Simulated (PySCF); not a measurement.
**C5H11NO (N,N-dimethylpropionamide) at 4 levels**

Wanted: a comparison of 4 runs (HF/STO-3G, HF/3-21G, B3LYP/6-31G*, SCS-MP2/6-31G*) of C5H11NO (N,N-dimethylpropionamide). The job is set up through a Python script.

Program for the calculation: PySCF 2.14.0.

1 further run of the same task is left out (set aside as unsound or not needed).

## Step 1: The system as given

C5H11NO has 18 atoms, charge 0, and is taken as a singlet. SMILES: `CCC(=O)N(C)C`. The C2–H12 distance was set to 2.401 Å, away from the relaxed value. At this shape a bond of the SMILES string is far longer than usual.

Bond lengths: C1–C2 1.529 Å, C2–C3 1.520 Å, C3–O4 1.217 Å, C3–N5 1.356 Å, N5–C6 1.446 Å, N5–C7 1.443 Å, C1–H8 1.087 Å, C1–H9 1.088 Å, C1–H10 1.088 Å, C2–H11 1.090 Å, C6–H13 1.088 Å, C6–H14 1.093 Å, C6–H15 1.092 Å, C7–H16 1.091 Å, C7–H17 1.096 Å, C7–H18 1.086 Å. Some angles: C1–C2–C3 110.4°, C2–C3–O4 120.9°, C2–C3–N5 117.5°, O4–C3–N5 121.5°, C3–N5–C6 118.8°, C3–N5–C7 125.7°, C6–N5–C7 115.1°, C1–C2–H11 111.1°, C3–C2–H11 111.6°, C2–C1–H8 109.7°.

## Step 2: The energy at HF/STO-3G (run 1)

input.py

```python
from pyscf import gto, scf

mol = gto.M(
    atom='''
C    0.120762  -2.254358  -0.117231
C    0.550142  -0.816238   0.175739
C   -0.652548   0.112592   0.148949
O   -0.988038   0.672342  -0.878711
N   -1.350058   0.267872   1.301549
C   -2.449448   1.206912   1.330589
C   -1.004888  -0.309098   2.578029
H   -0.384478  -2.296848  -1.078901
H    0.990352  -2.906978  -0.153181
H   -0.562318  -2.630278   0.641849
H    1.086352  -0.751848   1.122029
H    2.016440  -0.080240  -1.576870
H   -2.571898   1.612272   0.328209
H   -2.238448   2.020632   2.029349
H   -3.370888   0.704882   1.634269
H   -1.916098  -0.418468   3.167079
H   -0.313848   0.334812   3.133829
H   -0.557868  -1.292738   2.465069
''',
    verbose=4,
    basis='sto-3g',
    spin=0,
    max_memory=1860,
    charge=0,
)

mf = scf.RHF(mol)
mf.conv_tol = 1e-10
mf.kernel()
if not mf.converged:
    mf = mf.newton().run(mf.mo_coeff, mf.mo_occ)

etot = mf.e_tot
print('E(%s) = %.9f' % ('HF', etot))
```

Launch:

```bash
$ OMP_NUM_THREADS=1 python input.py
```

Standard output:

```text
PySCF version 2.14.0

[... 78 lines left out ...]
converged SCF energy = -320.686742388416
E(HF) = -320.686742388
```

Run time: 1.3 s. Hardware: 1 thread of Intel Xeon at 2.70GHz, shared host; peak memory 0.1 GiB.

## Step 3: A single-point energy at HF/3-21G (run 2)

calc.py

```python
from pyscf import gto

mol = gto.M(
    atom='''
C      0.228207    -4.260119    -0.221534
C      1.039618    -1.542466     0.332099
C     -1.233137     0.212768     0.281473
O     -1.867121     1.270542    -1.660523
N     -2.551240     0.506205     2.459571
C     -4.628786     2.280733     2.514449
C     -1.898963    -0.584111     4.871769
H     -0.726558    -4.340414    -2.038827
H      1.871494    -5.493392    -0.289470
H     -1.062627    -4.970505     1.212919
H      2.052908    -1.420787     2.120328
H      3.810519    -0.151632    -2.979852
H     -4.860183     3.046753     0.620225
H     -4.230054     3.818441     3.834914
H     -6.370055     1.332034     3.088321
H     -3.620900    -0.790790     5.984912
H     -0.593087     0.632703     5.922079
H     -1.054218    -2.442921     4.658305
''',
    max_memory=1860,
    basis='3-21g',
    verbose=3,
    spin=0,
    unit='bohr',
)

mf = mol.RHF()
mf.conv_tol = 1e-10
mf.kernel()
if not mf.converged:
    mf = mf.newton().run(mf.mo_coeff, mf.mo_occ)

e_tot = mf.e_tot
print('E = %.10f Eh' % e_tot)
```

Launch:

```bash
$ OMP_NUM_THREADS=1 python calc.py
```

Standard output:

```text
converged SCF energy = -323.036984754305
E = -323.0369847543 Eh
```

It took 1.9 s on 1 thread of Intel Xeon at 2.70GHz, shared host; peak memory 0.17 GiB.

Run 3 isn't shown in full; the table further down has it.

## Step 4: A single-point energy at SCS-MP2/6-31G(d) (spherical functions) (run 4)

calc.py: that of step 3 with these lines changed.

```diff
@@ -1,5 +1,5 @@
-from pyscf import gto
+from pyscf import gto, mp
 
-mol = gto.M(
-    atom='''
+mol = gto.Mole()
+mol.atom = '''
 C      0.228207    -4.260119    -0.221534
@@ -22,9 +22,8 @@
 H     -1.054218    -2.442921     4.658305
-''',
-    max_memory=1860,
-    basis='3-21g',
-    verbose=3,
-    spin=0,
-    unit='bohr',
-)
+'''
+mol.unit = 'bohr'
+mol.max_memory = 1860
+mol.verbose = 3
+mol.basis = '6-31g*'
+mol.build()
 
@@ -36,3 +35,4 @@
 
-e_tot = mf.e_tot
-print('E = %.10f Eh' % e_tot)
+pt = mp.MP2(mf, frozen=7).run()
+e_final = mf.e_tot + 1.2 * pt.e_corr_os + pt.e_corr_ss / 3
+print(f'total energy: {e_final:.8f} hartree')
```

Launch:

```bash
$ OMP_NUM_THREADS=1 python calc.py
```

Standard output:

```text
converged SCF energy = -324.846298301463
E(RMP2) = -325.856872159445  E_corr = -1.0105738579822
E(SCS-RMP2) = -325.842311045678  E_corr = -0.996012744214448
total energy: -325.84231105 hartree
```

It took 6.9 s on 1 thread of Intel Xeon at 2.70GHz, shared host; peak memory 0.45 GiB.

## Step 5: All runs side by side

```tsv
run	level	integration grid	frozen core orbitals	energy (Eh)	dipole moment (D) of the reference	HOMO energy (eV)	LUMO energy (eV)	wall time
1	HF/STO-3G	–	–	-320.686742	3.26	-6.05	3.24	1.3 s
2	HF/3-21G	–	–	-323.036985	5.16	-8.57	0.81	1.9 s
3	B3LYP/6-31G* (spherical functions)	5	–	-326.958139	4.84	-6.34	-2.91	60 s
4	SCS-MP2/6-31G* (spherical functions)	–	7	-325.842311	5.54	-8.62	0.69	6.9 s
```

## Step 6: Outcome

```
                                          quantity          value
                               run 4: total energy  -325.84231 Eh
       run 4: dipole moment (Hartree–Fock density)         5.54 D
        run 4: HOMO energy (Hartree–Fock orbitals)       -8.62 eV
        run 4: LUMO energy (Hartree–Fock orbitals)        0.69 eV
      run 4: HOMO–LUMO gap (Hartree–Fock orbitals)        9.32 eV
run 4: correlation energy (7 core orbitals frozen)     -996.0 mEh
```

**Reading.** Over runs 1, 2, 3 the dipole moment (its size) runs from 3.26 D (HF/STO-3G) to 5.16 D (HF/3-21G). Over runs 1, 2, 3 the HOMO–LUMO gap runs from 3.44 eV (B3LYP/6-31G*) to 9.38 eV (HF/3-21G). The two ends differ in method and basis. In run 1 the basis is minimal, so the values are rough. In runs 1, 2, 3, 4 a closed-shell determinant meets a far-stretched bond, which it describes badly. All runs together took 70 s, the longest 60 s.
